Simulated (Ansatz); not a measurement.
**C2H2ClSi+ (SMILES [SiH+]=C=CCl): one structure at several levels**

The task here is to estimate one member of a computed series from the others.

The runs use Ansatz 0.2.0, Gaussian basis; single points in def2-TZVPP.

Cores are frozen in the correlated methods.

## The starting structure

SMILES `[SiH+]=C=CCl`, 6 atoms, charge 1, spin multiplicity 1.

Atoms are counted from 1 here; the program's logs count them from 0.

Bond lengths: Si1–C2 1.870 Å, Si1–H5 1.520 Å, C2–C3 1.379 Å, C3–Cl4 1.748 Å, C3–H6 1.191 Å. Angles: C2–Si1–H5 166.0°, Si1–C2–C3 144.8°, C2–C3–Cl4 127.6°, C2–C3–H6 119.3°, Cl4–C3–H6 113.1°.

Coordinates:

```xyz
6
charge 1, multiplicity 1
Si   -0.70130    1.32800   -1.06520
C     0.35250    0.39830    0.16850
C     0.54450   -0.81350    0.79910
Cl   -0.45810   -2.24140    0.69300
H    -1.30860    2.35200   -2.01070
H     1.46810   -0.94610    1.53920
```

The first run:

run/in.yaml reads:

```yaml
crystal:
  periodic: [false, false, false]
  atoms:
    - {symbol: Si, position_ang: [-0.701300, 1.328000, -1.065200]}
    - {symbol: C, position_ang: [0.352500, 0.398300, 0.168500]}
    - {symbol: C, position_ang: [0.544500, -0.813500, 0.799100]}
    - {symbol: Cl, position_ang: [-0.458100, -2.241400, 0.693000]}
    - {symbol: H, position_ang: [-1.308600, 2.352000, -2.010700]}
    - {symbol: H, position_ang: [1.468100, -0.946100, 1.539200]}
basis:
  gaussian: {orbitals: def2-TZVPP}
total_charge: 1
correlation: {method: ccsd_t}
output: {forces: true}
```

No record of the launch command was kept for these runs.

Steps of the session up to this table: CCSD(T)/def2-TZVPP; PBE0-D4/def2-TZVPP; wB97M-V/def2-TZVPP; r2SCAN-D4/def2-TZVPP; PBE-D4/def2-TZVPP; BLYP-D4/def2-TZVPP; HSE06-D4/def2-TZVPP.

One table of the session follows, with a row left open; its other results are not shown here.

| method | RMS force component (eV/Å) | angle to CCSD(T) forces (°) |
| --- | --- | --- |
| CCSD(T) | 1.434 | reference |
| PBE0-D4 | 1.538 | 10.2 |
| wB97M-V | ? | ? |
| r2SCAN-D4 | 1.499 | 7.9 |
| PBE-D4 | 1.417 | 7.5 |
| BLYP-D4 | 1.357 | 8.0 |
| HSE06-D4 | 1.531 | 10.1 |

**Question.** Estimate the row for wB97M-V.

As computed: RMS force component (eV/Å): 1.529; angle to CCSD(T) forces (°): 10.9. In the column «RMS force component (eV/Å)» it lies between r2SCAN-D4 (1.499) and HSE06-D4 (1.531).
